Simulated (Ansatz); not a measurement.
# PmSb: the cost of one run

Program: Ansatz 0.2.0. Level of theory: DFT PBE+U (U_eff = 6 eV on Pm 4f), scalar-relativistic, plane waves, PAW. These are calculated values, not measurements.

5 further runs of the same task are left out: 2 that didn't finish, 3 set aside as unsound or not needed. Runs told in other sessions of the task aren't counted.

## Step 1: The starting structure

The structure is cubic, space group F-43m (No. 216). Conventional cell: a = 6.882 Å, b = 6.882 Å, c = 6.882 Å, α = 90.00°, β = 90.00°, γ = 90.00°. Around Pm (site symmetry -43m) lie 4 Sb at 2.98 Å. Sb (site symmetry -43m) is surrounded by 4 Pm at 2.98 Å.

Structure file:

```
CELL_PARAMETERS angstrom
0.00000 3.44078 3.44078
3.44078 0.00000 3.44078
3.44078 3.44078 0.00000
ATOMIC_POSITIONS crystal
Pm 0.00000 0.00000 0.00000
Sb 0.25000 0.25000 0.25000
```

The moments start at Pm 4.00 μB.

## Step 2: Seeding the open shells on a coarse mesh

Input file input.yaml:

```yaml
crystal:
  lattice:
    - [0.0, 3.4407766643, 3.4407766643]
    - [3.4407766643, 0.0, 3.4407766643]
    - [3.4407766643, 3.4407766643, 0.0]
  atoms:
    - { symbol: Pm, position: [0.0, 0.0, 0.0], spin: 4.0 }
    - { symbol: Sb, position: [0.25, 0.25, 0.25] }
basis:
  ecutwfc: 600
  ecutrho_ratio: 5
kpoints:
  mp_grid: { grid: [4, 4, 4] }
hamiltonian:
  xc: pbe
  hubbard: { sites: [{ species: Pm, l: f, u_eff: 6.0 }] }
scf:
  occupations: { method: gaussian, width: 0.05 }
output:
  forces: true
  stress: true
  eigenvalues: true
  populations: true
  hubbard: { sites: [{ species: Pm, l: f }] }
magnetization:
  spin_polarized: true
```

Command:

```sh
> ansatz run input.yaml --threads 2 --pin off --max-ram 2662MiB --backend cpu --events-out ev --progress --plain --runs-dir out
```

Q: Estimate wall time and peak memory on 2 threads of Arm Neoverse V2, shared host.

About 12 s, with a peak of 0.61 GiB.
